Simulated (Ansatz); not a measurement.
# Ti+ (quartet): energies up the ladder

Wanted for Ti+ (quartet): energies up the ladder. Charge +1. Spin multiplicity 4.

Method: the levels named in each step, in Ansatz 0.2.0.

### 1 The structure to begin with

As a file:

```xyz
1

Ti    0.0000    0.0000    0.0000
```

### 2 Single point, PBE0/def2-TZVPPD

Input file input.yaml:

```yaml
crystal:
  periodic: [false, false, false]
  atoms:
    - { symbol: Ti, position_ang: [0.0, 0.0, 0.0] }
magnetization:
  spin_polarized: true
  initial_magnetization: 3
total_charge: 1
basis:
  gaussian: { orbitals: def2-TZVPPD.json }
hamiltonian:
  xc: pbe0
```

The run is started by

```sh
ansatz run input.yaml --threads 2 --pin off --max-ram 5120MiB --backend cpu --events-out ev --progress --plain --runs-dir out
```

Further steps of the session: Single point, PBE/def2-TZVPPD; Single point, r2SCAN/def2-TZVPPD; Single point, B3LYP/def2-TZVPPD; Single point, wB97M-V/def2-TZVPPD; Single point, B2PLYP/def2-TZVPPD; Single point, LDA/def2-TZVPPD; Single point, PBE0/def2-SVPD; Single point, PBE/def2-SVPD.

What does the calculation give? Wanted: energy at PBE/def2-SVPD.

As calculated:

```
               quantity          value
energy at PBE/def2-SVPD  -23096.026 eV
```

**Reading.** These totals serve in differences with atoms or fragments at the same level; alone they don't rank the methods.
